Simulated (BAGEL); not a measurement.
**doublet C2H8OSi+: levels of theory compared**

Wanted: a comparison of 4 runs (ROHF/6-31G*, UHF/6-31G*, ROHF/cc-pVDZ, UHF/cc-pVDZ) of doublet C2H8OSi+. 

The results are computed with BAGEL 1.2.2.

2 further runs of the same task are left out: 1 that didn't finish, 1 set aside as unsound or not needed.

**1. The molecule**

C2H8OSi+ has 12 atoms, charge +1, and is taken as a doublet. As SMILES of the parent species, `CC[SiH2]O`. Geometry: relaxed at PBE0-D4/def2-TZVP. This is one conformer, not always the lowest. That shape belongs to the parent species and isn't relaxed for this state.

Bond lengths: C1–C2 1.526 Å, C2–Si3 1.868 Å, Si3–O4 1.653 Å, C1–H5 1.094 Å, C1–H6 1.093 Å, C1–H7 1.093 Å, C2–H8 1.096 Å, C2–H9 1.097 Å, Si3–H10 1.494 Å, Si3–H11 1.484 Å, O4–H12 0.957 Å. Some angles: C1–C2–Si3 113.6°, C2–Si3–O4 112.4°, C1–C2–H8 110.5°, C1–C2–H9 110.5°, Si3–C2–H8 108.4°, Si3–C2–H9 107.5°, C2–C1–H5 111.5°, C2–C1–H6 111.3°, C2–C1–H7 111.8°, C2–Si3–H10 108.7°.

**2. A single-point energy at ROHF/6-31G(d) (density fitting with cc-pvqz-jkfit, spherical functions) (run 1)**

File hf.json:

```json
{ "bagel" : [

{
  "title" : "molecule",
  "basis" : "6-31gs.json",
  "df_basis" : "cc-pvqz-jkfit",
  "angstrom" : true,
  "geometry" : [
    { "atom" : "C", "xyz" : [      -1.462000,      -0.315100,      -0.130400 ] },
    { "atom" : "C", "xyz" : [      -0.193100,      -0.595200,       0.670600 ] },
    { "atom" : "Si", "xyz" : [       1.348100,       0.138200,      -0.088600 ] },
    { "atom" : "O", "xyz" : [       1.258000,       1.782700,      -0.229600 ] },
    { "atom" : "H", "xyz" : [      -1.384700,      -0.701300,      -1.150800 ] },
    { "atom" : "H", "xyz" : [      -1.659100,       0.758300,      -0.198700 ] },
    { "atom" : "H", "xyz" : [      -2.341400,      -0.775300,       0.326800 ] },
    { "atom" : "H", "xyz" : [      -0.292100,      -0.210900,       1.691700 ] },
    { "atom" : "H", "xyz" : [      -0.031100,      -1.675800,       0.767200 ] },
    { "atom" : "H", "xyz" : [       1.555800,      -0.473500,      -1.435500 ] },
    { "atom" : "H", "xyz" : [       2.530600,      -0.124900,       0.769100 ] },
    { "atom" : "H", "xyz" : [       0.748100,       2.137600,      -0.957900 ] }
  ]
},

{ "title" : "rohf", "charge" : 1, "nopen" : 1 },

{ "title" : "print", "file" : "orbitals.molden", "orbitals" : true }

]}
```

The basis set 6-31G* is read from a file made from the Basis Set Exchange's data (not shown).

Launch:

```console
$ BAGEL_NUM_THREADS=1 BAGEL hf.json > hf.out
```

Standard output:

```text
* using 1 threads per process

  ===============================================================
  ===============================================================

  *** Geometry ***

  { "atom" : "C", "xyz" : [     -2.762780,     -0.595453,     -0.246420 ] },
  { "atom" : "C", "xyz" : [     -0.364906,     -1.124765,      1.267250 ] },
  { "atom" : "Si", "xyz" : [      2.547540,      0.261160,     -0.167430 ] },
[... 8 lines of this table left out ...]
  { "atom" : "H", "xyz" : [      1.413704,      4.039479,     -1.810169 ] },

  Number of auxiliary basis functions:      874

  Since a DF basis is specified, we compute 2- and 3-index integrals:
    o Being stored without compression. Storage requirement is 0.040 GB

  Number of basis functions:       76
  Number of electrons      :       42

    * METHOD: MOLECULE                             1.20

  *** Open-shell HF ***

  === Nuclear Repulsion ===
   176.4240781653

      * DIIS with orbital gradients will be used.

  === ROHF iteration (6-31gs.json) ===
      0       -443.62588458          0.04107870           0.30
      1       -443.74543295          0.02872843           0.31
      2       -443.78865177          0.02108964           0.34
[... 19 lines of this table left out ...]
     22       -443.83855273          0.00000001           0.30
    * SCF iteration converged.

    * S^2 (ROHF) is 0.7500

    * Permanent dipole moment:
           (    0.899950,     1.051242,    -0.044452) a.u.

    * METHOD: ROHF                                 7.51

    * METHOD: PRINT                                0.02

  ===============================================================
```

Wall time 9 s (1 thread of Intel Xeon Platinum 8259CL at 2.50GHz (Skylake/Cascade Lake), shared host); peak memory 0.17 GiB.

**3. The energy at UHF/6-31G(d) (density fitting with cc-pvqz-jkfit, spherical functions) (run 2)**

File job.json:

```json
{ "bagel": [

{
  "title": "molecule",
  "basis": "6-31gs.json",
  "df_basis": "cc-pvqz-jkfit",
  "angstrom": true,
  "geometry": [
    { "atom": "C", "xyz": [      -1.462000,      -0.315100,      -0.130400 ] },
    { "atom": "C", "xyz": [      -0.193100,      -0.595200,       0.670600 ] },
    { "atom": "Si", "xyz": [       1.348100,       0.138200,      -0.088600 ] },
    { "atom": "O", "xyz": [       1.258000,       1.782700,      -0.229600 ] },
    { "atom": "H", "xyz": [      -1.384700,      -0.701300,      -1.150800 ] },
    { "atom": "H", "xyz": [      -1.659100,       0.758300,      -0.198700 ] },
    { "atom": "H", "xyz": [      -2.341400,      -0.775300,       0.326800 ] },
    { "atom": "H", "xyz": [      -0.292100,      -0.210900,       1.691700 ] },
    { "atom": "H", "xyz": [      -0.031100,      -1.675800,       0.767200 ] },
    { "atom": "H", "xyz": [       1.555800,      -0.473500,      -1.435500 ] },
    { "atom": "H", "xyz": [       2.530600,      -0.124900,       0.769100 ] },
    { "atom": "H", "xyz": [       0.748100,       2.137600,      -0.957900 ] }
  ]
},

{
  "title": "uhf",
  "charge": 1,
  "nopen": 1
},

{
  "title": "print",
  "file": "orbitals.molden",
  "orbitals": true
}

]}
```

The basis set 6-31G* is read from a file made from the Basis Set Exchange's data (not shown).

Launch:

```console
$ BAGEL_NUM_THREADS=1 BAGEL job.json > job.out
```

Standard output:

```text
* using 1 threads per process

  ===============================================================
  ===============================================================

  *** Geometry ***

  { "atom" : "C", "xyz" : [     -2.762780,     -0.595453,     -0.246420 ] },
  { "atom" : "C", "xyz" : [     -0.364906,     -1.124765,      1.267250 ] },
  { "atom" : "Si", "xyz" : [      2.547540,      0.261160,     -0.167430 ] },
[... 8 lines of this table left out ...]
  { "atom" : "H", "xyz" : [      1.413704,      4.039479,     -1.810169 ] },

  Number of auxiliary basis functions:      874

  Since a DF basis is specified, we compute 2- and 3-index integrals:
    o Being stored without compression. Storage requirement is 0.040 GB

  Number of basis functions:       76
  Number of electrons      :       42

    * METHOD: MOLECULE                             1.19

  *** Open-shell HF ***

  === Nuclear Repulsion ===
   176.4240781653

      * DIIS with orbital gradients will be used.

  === UHF iteration (6-31gs.json) ===
      0       -443.62588458          0.04107870           0.29
      1       -443.75042038          0.02859594           0.31
      2       -443.79530807          0.02076324           0.32
[... 23 lines of this table left out ...]
     26       -443.84270097          0.00000001           0.29
    * SCF iteration converged.

    * S^2 (UHF) is 0.7641

    * Permanent dipole moment:
           (    0.860867,     1.004793,    -0.021997) a.u.

    * METHOD: UHF                                  8.29

    * METHOD: PRINT                                0.01

  ===============================================================
```

It took 9.9 s on 1 thread of Intel Xeon Platinum 8259CL at 2.50GHz (Skylake/Cascade Lake), shared host; peak memory 0.17 GiB.

**4. The energy at ROHF/cc-pVDZ (density fitting with cc-pvqz-jkfit) (run 3)**

File calc.json:

```json
{ "bagel" : [

{
  "title" : "molecule",
  "basis" : "cc-pvdz.json",
  "df_basis" : "cc-pvqz-jkfit",
  "angstrom" : true,
  "geometry" : [
    { "atom" : "C", "xyz" : [   -1.462000,   -0.315100,   -0.130400 ] },
    { "atom" : "C", "xyz" : [   -0.193100,   -0.595200,    0.670600 ] },
    { "atom" : "Si", "xyz" : [    1.348100,    0.138200,   -0.088600 ] },
    { "atom" : "O", "xyz" : [    1.258000,    1.782700,   -0.229600 ] },
    { "atom" : "H", "xyz" : [   -1.384700,   -0.701300,   -1.150800 ] },
    { "atom" : "H", "xyz" : [   -1.659100,    0.758300,   -0.198700 ] },
    { "atom" : "H", "xyz" : [   -2.341400,   -0.775300,    0.326800 ] },
    { "atom" : "H", "xyz" : [   -0.292100,   -0.210900,    1.691700 ] },
    { "atom" : "H", "xyz" : [   -0.031100,   -1.675800,    0.767200 ] },
    { "atom" : "H", "xyz" : [    1.555800,   -0.473500,   -1.435500 ] },
    { "atom" : "H", "xyz" : [    2.530600,   -0.124900,    0.769100 ] },
    { "atom" : "H", "xyz" : [    0.748100,    2.137600,   -0.957900 ] }
  ]
},
{ "title" : "rohf", "charge" : 1, "nopen" : 1 },
{ "title" : "print", "file" : "orbitals.molden", "orbitals" : true }

]}
```

The basis set cc-pVDZ is read from a file made from the Basis Set Exchange's data (not shown).

Launch:

```console
$ BAGEL_NUM_THREADS=1 BAGEL calc.json > calc.out
```

Standard output:

```text
* using 1 threads per process

  ===============================================================
  ===============================================================

  *** Geometry ***

  { "atom" : "C", "xyz" : [     -2.762780,     -0.595453,     -0.246420 ] },
  { "atom" : "C", "xyz" : [     -0.364906,     -1.124765,      1.267250 ] },
  { "atom" : "Si", "xyz" : [      2.547540,      0.261160,     -0.167430 ] },
[... 8 lines of this table left out ...]
  { "atom" : "H", "xyz" : [      1.413704,      4.039479,     -1.810169 ] },

  Number of auxiliary basis functions:      874

  Since a DF basis is specified, we compute 2- and 3-index integrals:
    o Being stored without compression. Storage requirement is 0.070 GB

  Number of basis functions:      100
  Number of electrons      :       42

    * METHOD: MOLECULE                             1.32

  *** Open-shell HF ***

  === Nuclear Repulsion ===
   176.4240781653

      * DIIS with orbital gradients will be used.

  === ROHF iteration (cc-pvdz.json) ===
      0       -443.62842405          0.02699313           0.42
      1       -443.76899924          0.02006854           0.41
      2       -443.81623843          0.01351741           0.40
[... 20 lines of this table left out ...]
     23       -443.86856301          0.00000000           0.43
    * SCF iteration converged.

    * S^2 (ROHF) is 0.7500

    * Permanent dipole moment:
           (    0.872601,     1.021376,    -0.052799) a.u.

    * METHOD: ROHF                                10.32

    * METHOD: PRINT                                0.02

  ===============================================================
```

Run time: 12 s. Hardware: 1 thread of Intel Xeon Platinum 8259CL at 2.50GHz (Skylake/Cascade Lake), shared host; peak memory 0.22 GiB.

**5. A single-point energy at UHF/cc-pVDZ (density fitting with cc-pvqz-jkfit) (run 4)**

File hf.json:

```json
{ "bagel": [

{
  "title": "molecule",
  "basis": "cc-pvdz.json",
  "df_basis": "cc-pvqz-jkfit",
  "angstrom": true,
  "geometry": [
    { "atom": "C", "xyz": [      -1.462000,      -0.315100,      -0.130400 ] },
    { "atom": "C", "xyz": [      -0.193100,      -0.595200,       0.670600 ] },
    { "atom": "Si", "xyz": [       1.348100,       0.138200,      -0.088600 ] },
    { "atom": "O", "xyz": [       1.258000,       1.782700,      -0.229600 ] },
    { "atom": "H", "xyz": [      -1.384700,      -0.701300,      -1.150800 ] },
    { "atom": "H", "xyz": [      -1.659100,       0.758300,      -0.198700 ] },
    { "atom": "H", "xyz": [      -2.341400,      -0.775300,       0.326800 ] },
    { "atom": "H", "xyz": [      -0.292100,      -0.210900,       1.691700 ] },
    { "atom": "H", "xyz": [      -0.031100,      -1.675800,       0.767200 ] },
    { "atom": "H", "xyz": [       1.555800,      -0.473500,      -1.435500 ] },
    { "atom": "H", "xyz": [       2.530600,      -0.124900,       0.769100 ] },
    { "atom": "H", "xyz": [       0.748100,       2.137600,      -0.957900 ] }
  ]
},

{ "title": "uhf", "charge": 1, "nopen": 1 },

{ "title": "print", "file": "orbitals.molden", "orbitals": true }

]}
```

The basis set cc-pVDZ is read from a file made from the Basis Set Exchange's data (not shown).

Launch:

```console
$ BAGEL_NUM_THREADS=1 BAGEL hf.json > hf.out
```

Standard output:

```text
* using 1 threads per process

  ===============================================================
  ===============================================================

  *** Geometry ***

  { "atom" : "C", "xyz" : [     -2.762780,     -0.595453,     -0.246420 ] },
  { "atom" : "C", "xyz" : [     -0.364906,     -1.124765,      1.267250 ] },
  { "atom" : "Si", "xyz" : [      2.547540,      0.261160,     -0.167430 ] },
[... 8 lines of this table left out ...]
  { "atom" : "H", "xyz" : [      1.413704,      4.039479,     -1.810169 ] },

  Number of auxiliary basis functions:      874

  Since a DF basis is specified, we compute 2- and 3-index integrals:
    o Being stored without compression. Storage requirement is 0.070 GB

  Number of basis functions:      100
  Number of electrons      :       42

    * METHOD: MOLECULE                             1.30

  *** Open-shell HF ***

  === Nuclear Repulsion ===
   176.4240781653

      * DIIS with orbital gradients will be used.

  === UHF iteration (cc-pvdz.json) ===
      0       -443.62842405          0.02699313           0.40
      1       -443.77343437          0.02002708           0.42
      2       -443.82234476          0.01336240           0.41
[... 23 lines of this table left out ...]
     26       -443.87294369          0.00000001           0.41
    * SCF iteration converged.

    * S^2 (UHF) is 0.7656

    * Permanent dipole moment:
           (    0.829237,     0.972246,    -0.027852) a.u.

    * METHOD: UHF                                 11.41

    * METHOD: PRINT                                0.02

  ===============================================================
```

It took 13 s on 1 thread of Intel Xeon Platinum 8259CL at 2.50GHz (Skylake/Cascade Lake), shared host; peak memory 0.22 GiB.

**6. All runs side by side**

```csv
run,level,energy (Eh),⟨S²⟩,wall time
1,"ROHF/6-31G* (density fitting with cc-pvqz-jkfit, spherical functions)",-443.838553,0.750,9 s
2,"UHF/6-31G* (density fitting with cc-pvqz-jkfit, spherical functions)",-443.842701,0.764,9.9 s
3,ROHF/cc-pVDZ (density fitting with cc-pvqz-jkfit),-443.868563,0.750,12 s
4,UHF/cc-pVDZ (density fitting with cc-pvqz-jkfit),-443.872944,0.766,13 s
```

**7. Outcome**

| quantity | value |
| --- | --- |
| run 4: total energy | -443.87294 Eh |
| run 4: ⟨S²⟩ | 0.766 |

**Reading.** Over the runs the total energy spans 0.936 eV. All runs together took 44 s, the longest 13 s.
